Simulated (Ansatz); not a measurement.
# Cl₃GeH₃Si: how energies converge with the basis set

The task here is to estimate one member of a computed series from the others.

Computed with Ansatz 0.2.0, Gaussian basis. Level: one geometry, several basis sets.

Plan: PBE0-D4/def2-SVP; ωB97M-V/def2-SVP; PBE0-D4/def2-QZVPP; ωB97M-V/def2-QZVPP; the functionals' def2-TZVPP values are taken from earlier runs.

### Structure used throughout

All runs share one geometry, relaxed beforehand with PBE0-D4 in a triple-zeta def2 set.

SMILES `[SiH3][Ge]([Cl])([Cl])[Cl]`, 8 atoms, charge 0, spin multiplicity 1.

Atoms are counted from 1 here; the program's logs count them from 0.

Bond lengths: Si1–Ge2 2.383 Å, Si1–H6 1.482 Å, Si1–H7 1.482 Å, Si1–H8 1.482 Å, Ge2–Cl3 2.143 Å, Ge2–Cl4 2.143 Å, Ge2–Cl5 2.143 Å. Angles: Ge2–Si1–H6 107.2°, Ge2–Si1–H7 107.3°, Ge2–Si1–H8 107.3°, H6–Si1–H7 111.5°, H6–Si1–H8 111.5°, H7–Si1–H8 111.6°, Si1–Ge2–Cl3 111.8°, Si1–Ge2–Cl4 111.9°, Si1–Ge2–Cl5 111.8°, Cl3–Ge2–Cl4 107.0°, Cl3–Ge2–Cl5 107.0°, Cl4–Ge2–Cl5 107.0°.

The first run:

Input file in.yaml:

```yaml
crystal:
  periodic: [false, false, false]
  atoms:
    - {symbol: Si, position_ang: [-1.128741, -0.145780, 0.654149]}
    - {symbol: Ge, position_ang: [0.920759, 0.103114, -0.535538]}
    - {symbol: Cl, position_ang: [2.547165, -0.865150, 0.469787]}
    - {symbol: Cl, position_ang: [0.811585, -0.738001, -2.503605]}
    - {symbol: Cl, position_ang: [1.463928, 2.163644, -0.764568]}
    - {symbol: H, position_ang: [-0.938222, 0.466306, 1.989880]}
    - {symbol: H, position_ang: [-1.406561, -1.597533, 0.755558]}
    - {symbol: H, position_ang: [-2.177813, 0.556298, -0.121463]}
basis:
  gaussian: {orbitals: def2-SVP}
hamiltonian: {xc: pbe0, dispersion: d4}
output: {orbitals: {seedname: orbitals}}
```

Among the steps run: PBE0-D4 in def2-SVP; ωB97M-V in def2-SVP; PBE0-D4 in def2-QZVPP; ωB97M-V in def2-QZVPP.

One table of the session follows, with a row left open; its other results are not shown here.

It belongs to the step «Density functionals: the series». 

| functional | basis | HOMO (eV) |
| --- | --- | --- |
| PBE0-D4 | def2-SVP | -8.59 |
| PBE0-D4 | def2-TZVPP | -8.68 |
| PBE0-D4 | def2-QZVPP | -8.70 |
| ωB97M-V | def2-SVP | -10.56 |
| ωB97M-V | def2-TZVPP | -10.69 |
| ωB97M-V | def2-QZVPP | ? |

Estimate the missing values for ωB97M-V, def2-QZVPP.

As computed: HOMO (eV): -10.73. In the column «HOMO (eV)» it is the lowest.
